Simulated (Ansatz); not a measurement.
# Cl− with SiH₃F: superposition error and deformation, part 2 of 2

Ansatz 0.2.0, Gaussian basis. The steps go on from the part before.

**12. wB97X-V/def2-TZVPPD**

File free-b/in.yaml:

```yaml
crystal:
  periodic: [false, false, false]
  atoms:
    - {symbol: Si, position_ang: [-0.007735, -0.045698, 0.409437]}
    - {symbol: F, position_ang: [-0.037780, -0.223062, 1.999172]}
    - {symbol: H, position_ang: [1.115176, 0.856635, 0.062314]}
    - {symbol: H, position_ang: [-1.299222, 0.541292, -0.018498]}
    - {symbol: H, position_ang: [0.187099, -1.380022, -0.204765]}
basis:
  gaussian: {orbitals: "def2-TZVPPD.json"}
hamiltonian: {xc: {name: wB97X-V}}
```

Run with:

```bash
$ ansatz run in.yaml --threads 2 --pin off --events-out ev --progress --plain --max-ram 5222MiB
```

Standard output, cut to the lines that bear on the results:

```text
Functional definition: wB97X-V
  name "wB97X-V"
  cite "Mardirossian & Head-Gordon, Phys. Chem. Chem. Phys. 16, 9904 (2014) doi:10.1039/C3CP54374A"
  cite "Becke, J. Chem. Phys. 107, 8554 (1997) doi:10.1063/1.475007"
  cite "Vydrov & Van Voorhis, J. Chem. Phys. 133, 244103 (2010) doi:10.1063/1.3521275"
[...]
      + integral(e_c_pw_opposite_spin*poly(b97_u_opposite, cos0, cos1)) + vv10(b, c)
689 factors; their error is unknown
200 factors; integrals over basis functions are off by at most 2.5e-5 eV
[...]
mean field -10644.09542813 eV, -391.1632921569 hartree, gradient 2.1e-5 eV, S^2 0.000000; 0 other end points of the search recorded, 0 dependent functions left out
reference -10644.09542602 eV, -391.1632920794 hartree; 13, 13 occupied and 126, 126 virtual orbitals, 689 factors
Total energy: -10644.09542602 eV, -391.1632920794 hartree
```

Wall time 3 s (2 threads of Arm Neoverse V2, shared host).

**13. wB97M-V/def2-TZVPPD**

free-b/in.yaml: that of step 12 with these lines changed.

```diff
@@ -10,2 +10,2 @@
   gaussian: {orbitals: "def2-TZVPPD.json"}
-hamiltonian: {xc: {name: wB97X-V}}
+hamiltonian: {xc: {name: wB97M-V}}
```

Run with:

```bash
$ ansatz run in.yaml --threads 2 --pin off --events-out ev --progress --plain --max-ram 5222MiB
```

Standard output, cut to the lines that bear on the results:

```text
[... 5 set-up lines as earlier in the session ...]
  # Of w^i u^j: cxij and so on, Table III.
[...]
  gx(w, u) = 1 - cx + cx01*u + cx10*w
  gss(w, u) = css00 + css04*u^4 + css10*w + css20*w^2 + css43*w^4*u^3
  gos(w, u) = cos00 + cos10*w + (cos20 + cos21*u)*w^2 + (cos60 + cos61*u)*w^6
[...]
      + integral(e_c_pw_mod_opposite_spin*gos(b97_w_opposite, b97_u_opposite)) + vv10(b, c)
684 factors; their error is unknown
200 factors; integrals over basis functions are off by at most 2.5e-5 eV
[...]
mean field -10644.75785853 eV, -391.1876360248 hartree, gradient 3.0e-5 eV, S^2 0.000000; 0 other end points of the search recorded, 0 dependent functions left out
reference -10644.75791101 eV, -391.1876379534 hartree; 13, 13 occupied and 126, 126 virtual orbitals, 684 factors
Total energy: -10644.75791101 eV, -391.1876379534 hartree
```

Run time: 3.3 s. Hardware: 2 threads of Arm Neoverse V2, shared host.

**14. B2PLYP/def2-TZVPPD**

free-b/in.yaml: that of step 13 with these lines changed.

```diff
@@ -10,2 +10,2 @@
   gaussian: {orbitals: "def2-TZVPPD.json"}
-hamiltonian: {xc: {name: wB97M-V}}
+hamiltonian: {xc: {name: B2PLYP}}
```

Run with:

```bash
$ ansatz run in.yaml --threads 2 --pin off --events-out ev --progress --plain --max-ram 5222MiB
```

Standard output, cut to the lines that bear on the results:

```text
[... 5 set-up lines as earlier in the session ...]
[...]
796 factors; integrals over basis functions are off by at most 1.2e-3 eV
[...]
mean field -10638.20037721 eV, -390.9466530314 hartree, gradient 3.3e-6 eV, S^2 0.000000; 0 other end points of the search recorded, 0 dependent functions left out
6 core orbitals not correlated: weight in the atoms' cores, before any rotation towards them, 1.000 or more for the frozen orbitals, at most 0.000 for the correlated occupied ones
reference -10638.20052313 eV, -390.9466583936 hartree; 7, 7 occupied and 126, 126 virtual orbitals, 796 factors
second order -12.49252846 eV of doubles, -0.00000000 eV of singles
Total energy: -10641.57350581 eV, -391.0706132209 hartree
```

Wall time 1.6 s (2 threads of Arm Neoverse V2, shared host).

**15. BLYP-D4/def2-TZVPPD**

free-b/in.yaml: that of step 14 with these lines changed.

```diff
@@ -10,2 +10,2 @@
   gaussian: {orbitals: "def2-TZVPPD.json"}
-hamiltonian: {xc: {name: B2PLYP}}
+hamiltonian: {xc: {name: BLYP}, dispersion: d4}
```

Run with:

```bash
$ ansatz run in.yaml --threads 2 --pin off --events-out ev --progress --plain --max-ram 5222MiB
```

Standard output, cut to the lines that bear on the results:

```text
Functional definition: BLYP
  name "BLYP"
[... 2 set-up lines as earlier in the session ...]
  parameter beta = 0.0042
  parameter a = 0.04918
  parameter b = 0.132
  parameter c = 0.2533
  parameter d = 0.349
  exchange = b88_x(beta = beta)
  correlation = lyp_c(a = a, b = b, c = c, d = d)
679 factors; their error is unknown
mean field evaluation 1: about -10643.6913 eV, gradient 3.7e1 eV
mean field evaluation 2: about -10637.2715 eV, gradient 7.9e1 eV
mean field evaluation 4: about -10645.8950 eV, gradient 1.2e0 eV
mean field evaluation 8: about -10645.8832 eV, gradient 5.0e-2 eV
mean field -10645.88322483 eV, -391.2289924738 hartree, gradient 3.0e-5 eV, S^2 0.000000; 0 other end points of the search recorded, 0 dependent functions left out
reference -10645.88352922 eV, -391.2290036598 hartree; 13, 13 occupied and 126, 126 virtual orbitals, 679 factors
Total energy: -10645.99208827 eV, -391.2329931314 hartree
```

It took 0.95 s on 2 threads of Arm Neoverse V2, shared host.

**16. revPBE-D4/def2-TZVPPD**

free-b/in.yaml: that of step 15 with these lines changed.

```diff
@@ -10,2 +10,2 @@
   gaussian: {orbitals: "def2-TZVPPD.json"}
-hamiltonian: {xc: {name: BLYP}, dispersion: d4}
+hamiltonian: {xc: {name: revPBE}, dispersion: d4}
```

Run with:

```bash
$ ansatz run in.yaml --threads 2 --pin off --events-out ev --progress --plain --max-ram 5222MiB
```

Standard output, cut to the lines that bear on the results:

```text
Functional definition: revPBE
  name "revPBE"
  cite "Zhang & Yang, Phys. Rev. Lett. 80, 890 (1998) doi:10.1103/PhysRevLett.80.890"
[... 1 set-up line as earlier in the session ...]
  parameter kappa = 1.245
[... 3 set-up lines as earlier in the session ...]
679 factors; their error is unknown
mean field evaluation 1: about -10641.7624 eV, gradient 3.4e1 eV
mean field evaluation 2: about -10636.9433 eV, gradient 6.9e1 eV
mean field evaluation 4: about -10643.5862 eV, gradient 1.0e0 eV
mean field evaluation 8: about -10643.5736 eV, gradient 3.5e-2 eV
mean field -10643.57356396 eV, -391.1441140022 hartree, gradient 3.5e-5 eV, S^2 0.000000; 0 other end points of the search recorded, 0 dependent functions left out
reference -10643.57361706 eV, -391.1441159536 hartree; 13, 13 occupied and 126, 126 virtual orbitals, 679 factors
Total energy: -10643.73910903 eV, -391.1501976712 hartree
```

Wall time 0.8 s (2 threads of Arm Neoverse V2, shared host).

**17. B97M-V/def2-TZVPPD**

free-b/in.yaml: that of step 16 with these lines changed.

```diff
@@ -10,2 +10,2 @@
   gaussian: {orbitals: "def2-TZVPPD.json"}
-hamiltonian: {xc: {name: revPBE}, dispersion: d4}
+hamiltonian: {xc: {name: B97M-V}}
```

Run with:

```bash
$ ansatz run in.yaml --threads 2 --pin off --events-out ev --progress --plain --max-ram 5222MiB
```

Standard output, cut to the lines that bear on the results:

```text
[... 5 set-up lines as earlier in the session ...]
  # Of w^i u^j: cxij and so on, Table III.
[...]
  gx(w, u) = cx00 + cx01*u + cx02*u^2 + (cx10 + cx11*u)*w
  gss(w, u) = css00 + css02*u^2 + css10*w + (css32*w^3 + css42*w^4)*u^2
  gos(w, u) = cos00 + cos01*u + cos03*u^3 + cos10*w + cos32*w^3*u^2
[...]
      + integral(e_c_pw_mod_opposite_spin*gos(b97_w_opposite, b97_u_opposite)) + vv10(b, c)
679 factors; their error is unknown
[...]
mean field -10643.22186584 eV, -391.1311893349 hartree, gradient 7.0e-5 eV, S^2 0.000000; 0 other end points of the search recorded, 0 dependent functions left out
reference -10643.22192794 eV, -391.1311916169 hartree; 13, 13 occupied and 126, 126 virtual orbitals, 679 factors
Total energy: -10643.22192794 eV, -391.1311916169 hartree
```

It took 3.2 s on 2 threads of Arm Neoverse V2, shared host.

**18. HSE06-D4/def2-TZVPPD**

free-b/in.yaml: that of step 17 with these lines changed.

```diff
@@ -10,2 +10,2 @@
   gaussian: {orbitals: "def2-TZVPPD.json"}
-hamiltonian: {xc: {name: B97M-V}}
+hamiltonian: {xc: hse06, dispersion: d4}
```

Run with:

```bash
$ ansatz run in.yaml --threads 2 --pin off --events-out ev --progress --plain --max-ram 5222MiB
```

Standard output, cut to the lines that bear on the results:

```text
Functional definition: HSE06
  name "HSE06"
  cite "Heyd, Scuseria & Ernzerhof, J. Chem. Phys. 118, 8207 (2003) doi:10.1063/1.1564060"
  cite "Krukau, Vydrov, Izmaylov & Scuseria, J. Chem. Phys. 125, 224106 (2006) doi:10.1063/1.2404663"
  cite "Heyd & Scuseria, J. Chem. Phys. 120, 7274 (2004) doi:10.1063/1.1668634"
  cite "Ernzerhof & Perdew, J. Chem. Phys. 109, 3313 (1998) doi:10.1063/1.476928"
[... 2 set-up lines as earlier in the session ...]
[...]
  # The whole range is PBE's own exchange, as in plane waves. The composition of these papers is wPBEh.
[...]
696 factors; their error is unknown
66 factors; integrals over basis functions are off by at most 4.5e-6 eV
[...]
mean field -10639.88692128 eV, -391.0086323828 hartree, gradient 8.7e-5 eV, S^2 0.000000; 0 other end points of the search recorded, 0 dependent functions left out
reference -10639.88696367 eV, -391.0086339404 hartree; 13, 13 occupied and 126, 126 virtual orbitals, 696 factors
Total energy: -10639.92232816 eV, -391.0099335616 hartree
```

It took 1.1 s on 2 threads of Arm Neoverse V2, shared host.

**19. CCSD(T)/def2-TZVPPD**

free-b/in.yaml: that of step 18 with these lines changed.

```diff
@@ -10,2 +10,2 @@
   gaussian: {orbitals: "def2-TZVPPD.json"}
-hamiltonian: {xc: hse06, dispersion: d4}
+correlation: {method: ccsd_t}
```

Run with:

```bash
$ ansatz run in.yaml --threads 2 --pin off --events-out ev --progress --plain --max-ram 5222MiB
```

Standard output, cut to the lines that bear on the results:

```text
[... 4 set-up lines as earlier in the session ...]
[...]
796 factors; integrals over basis functions are off by at most 1.2e-3 eV
[...]
mean field -10618.77262023 eV, -390.2326961308 hartree, gradient 1.5e-6 eV, S^2 0.000000; 0 other end points of the search recorded, 0 dependent functions left out
6 core orbitals not correlated: weight in the atoms' cores, before any rotation towards them, 1.000 or more for the frozen orbitals, at most 0.000 for the correlated occupied ones
reference -10618.77262023 eV, -390.2326961308 hartree; 7, 7 occupied and 126, 126 virtual orbitals, 796 factors
second order -10.47651379 eV of doubles, -0.00000000 eV of singles
cycle   1  -10.73964424 eV  change   -2.6e-1 eV  update   7.2e-2
[...]
cycle   9  -11.06913504 eV  change   -3.7e-6 eV  update   6.5e-6
perturbative correction -0.29295112 eV, -0.0107657549 hartree
Total energy: -10630.13470639 eV, -390.6502450956 hartree
```

Wall time 2.9 s (2 threads of Arm Neoverse V2, shared host); peak memory 0.55 GiB.

**20. The split**

```tsv
method	interaction with counterpoise (meV)	without	superposition error	deformation	binding energy
PBE-D4	-1502	-1514	11	488	-1014
revPBE-D4	-1483	-1493	10	485	-997
BLYP-D4	-1342	-1355	13	492	-850
r2SCAN-D4	-1506	-1515	9	565	-941
B97M-V	-1459	-1471	12	595	-863
PBE0-D4	-1535	-1545	10	557	-977
B3LYP-D4	-1394	-1407	12	549	-845
HSE06-D4	-1533	-1543	10	558	-975
wB97X-V	-1453	-1465	12	560	-893
wB97M-V	-1468	-1477	9	552	-917
B2PLYP	-1334	-1365	31	571	-764
Hartree-Fock	-1122	-1130	8	697	-425
MP2	-1412	-1486	74	592	-821
CCSD	-1344	-1412	68	595	-749
CCSD(T)	-1379	-1457	78	579	-800
```

**21. What came out**

What follows sums up all 2 parts.

```
            quantity      value
interaction, CCSD(T)  -1379 meV
 superposition error     78 meV
         deformation    579 meV
      binding energy   -800 meV
```

In words: In this basis the superposition error is 78 meV for CCSD(T) and 11 meV on average for the plain functionals: correlated methods borrow far more, since they need many more functions to converge. Deformation takes back 42 % of the interaction.
